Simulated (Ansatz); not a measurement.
Consider a ranking of structure types by relaxed energy of Re on several prototypes (the Ansatz DFT code, driven from Python).

Script `re_run.py`:
```python
'''Structural preference of Re among simple prototypes.'''

import warnings

import ansatz as az
import numpy as np
import spglib

MIXING_BETA = 0.2
SCF_TOL = 1e-09
N_EMPTY = 4
K_SPACING = 0.26
FILLING = 'cold'
SMEARING_WIDTH = 0.1


def sc(A, a):
    return (
        az.Lattice.cubic(a)
        .space_group(221)
        .atom(A, (0, 0, 0))
    )


def hcp(A, a):
    return (
        az.Lattice.from_parameters(a, a, 1.633 * a, alpha=90, beta=90, gamma=120)
        .space_group(194)
        .atom(A, (1 / 3, 2 / 3, 0.25))
    )


def diamond(a_site, a):
    return az.Crystal.diamond(a_site, a=a)


def fcc(a_site, a):
    return (
        az.Lattice.fcc(a)
        .space_group(225)
        .atom(a_site, (0, 0, 0))
        .primitive()
    )


def compute(name, crystal, relax=True):
    calc = (
        crystal.calculation()
        .functional(az.Functional.LDA)
        .pseudopotentials('nc')
        .mixing('anderson', beta=MIXING_BETA)
        .eigensolver('davidson')
        .scf(tolerance=SCF_TOL, extra_bands=N_EMPTY)
        .kpoints(spacing=K_SPACING)
        .occupations(FILLING, width=SMEARING_WIDTH)
        .stress()
        .band_table()
    )
    if relax:
        calc = calc.relax(force_tolerance=0.02, cell=True)
    return calc.run(threads=1, backend='cpu')

def bulk_modulus(name, outcome, step=0.015):
    # B = -V dP/dV from the pressures of two uniformly scaled cells, atoms held at their fractions
    pressure = []
    for factor in (1 - step, 1.0, 1 + step):
        cell = az.Crystal(lattice=az.Lattice.of(outcome.lattice.cell_ang * factor ** (1 / 3)))
        for site in outcome.report['lattice']['sites']:
            cell = cell.atom(site['symbol'], site['position_frac'])
        pressure.append(np.trace(compute(name, cell, relax=False).report['stress_gpa']) / 3)
    slope, bend = (pressure[0] - pressure[2]) / (2 * step), abs(pressure[0] + pressure[2] - 2 * pressure[1])
    # a jump of mesh or basis between the cells shows as a kink: no modulus then
    return float(slope) if bend < 12 * step**2 * abs(slope) + 0.15 and abs(pressure[1]) < 1.5 else float('nan')

def relaxed_twice(name, crystal):
    # the second pass draws mesh and plane waves anew for the relaxed cell
    first = compute(name, crystal)
    again = az.Crystal(lattice=az.Lattice.of(first.lattice.cell_ang))
    for site in first.report['lattice']['sites']:
        again = again.atom(site['symbol'], site['position_frac'])
    return compute(name, again)


def space_group(outcome):
    sites = outcome.report['lattice']['sites']
    kinds = sorted({site['symbol'] for site in sites})
    cell = (outcome.lattice.cell_ang, [site['position_frac'] for site in sites], [kinds.index(site['symbol']) for site in sites])
    return spglib.get_spacegroup(cell, symprec=0.01)


def volume_per_atom(outcome):
    return abs(np.linalg.det(outcome.lattice.cell_ang)) / len(outcome.lattice.sites)


def pressure_gpa(outcome):
    return float(np.trace(outcome.report['stress_gpa']) / 3)

# starting lattice constants are rough guesses; the relaxation finds the rest
warnings.simplefilter('ignore', az.DeckWarning)

phases = {}
phases['sc'] = sc('Re', 2.53)
phases['hcp'] = hcp('Re', 2.75)
phases['diamond'] = diamond('Re', 5.35)
phases['fcc'] = fcc('Re', 3.89)

done = {}
for name, crystal in phases.items():
    try:
        done[name] = relaxed_twice(name, crystal)
    except az.NonConvergedError as error:
        print(name, 'did not converge:', str(error)[:120])

energy = {name: o.report['energy_sigma0_ev'] / len(o.lattice.sites) for name, o in done.items()}
lowest = min(energy.values())
rows = [(name, len(o.lattice.sites), 1000 * (energy[name] - lowest), space_group(o), volume_per_atom(o), pressure_gpa(o), bulk_modulus(name, o)) for name, o in done.items()]
rows.sort(key=lambda row: row[2])
print('     phase       atoms  dE (meV/atom)  space group  V (A^3/atom)     P (GPa)     B (GPa)')
for row in rows:
    print(f'{str(row[0]):>10}  {row[1]:10d}  {row[2]:13.1f}  {str(row[3]):>11}  {row[4]:12.3f}  {row[5]:10.2f}  {row[6]:10.0f}')
print('lowest in energy:', rows[0][0])
```

Which of these structures comes out lowest, and how far apart are they?

By space group at the end of each run: P6_3/mmc (+0 meV an atom, 14.3 Å³), Fm-3m (+67 meV an atom, 14.3 Å³), Pm-3m (+1421 meV an atom, 16.3 Å³) and Fd-3m (+1799 meV an atom, 21.4 Å³).

The output:

```console
$ python re_run.py
     phase       atoms  dE (meV/atom)  space group  V (A^3/atom)     P (GPa)     B (GPa)
       hcp           2            0.0  P6_3/mmc (194)        14.296        0.01         405
       fcc           1           67.4  Fm-3m (225)        14.338        0.01         406
        sc           1         1421.2  Pm-3m (221)        16.300       -0.03         295
   diamond           2         1798.6  Fd-3m (227)        21.421       -0.02         202
lowest in energy: hcp
```

Reading the output:
- These settings explore the input space; cutoff and mesh may be short of convergence.
- No spin polarisation was allowed.
- For the metals among these phases the mesh is modest: differences between phases can be off by up to 40 meV an atom.
- The program warned that this SCF threshold is loose for forces or stresses.
- Pressure is positive in compression.
- Spin-orbit coupling, which matters for elements this heavy, is left out.
- The cells are built on prototypes, so most aren't the phase found in nature. Rows bear the name of their start, and a relaxation keeps or raises the symmetry. Differences under about 40 meV an atom lie within the error of mesh and functional.
- The script silences the warnings on its input, which a real study should read.
- It ran for 2.9 min on 1 thread of Arm Neoverse V2 (shared host), peak memory 0.43 GiB.

(Lines on the test bed's own set-up are left out of the output.)
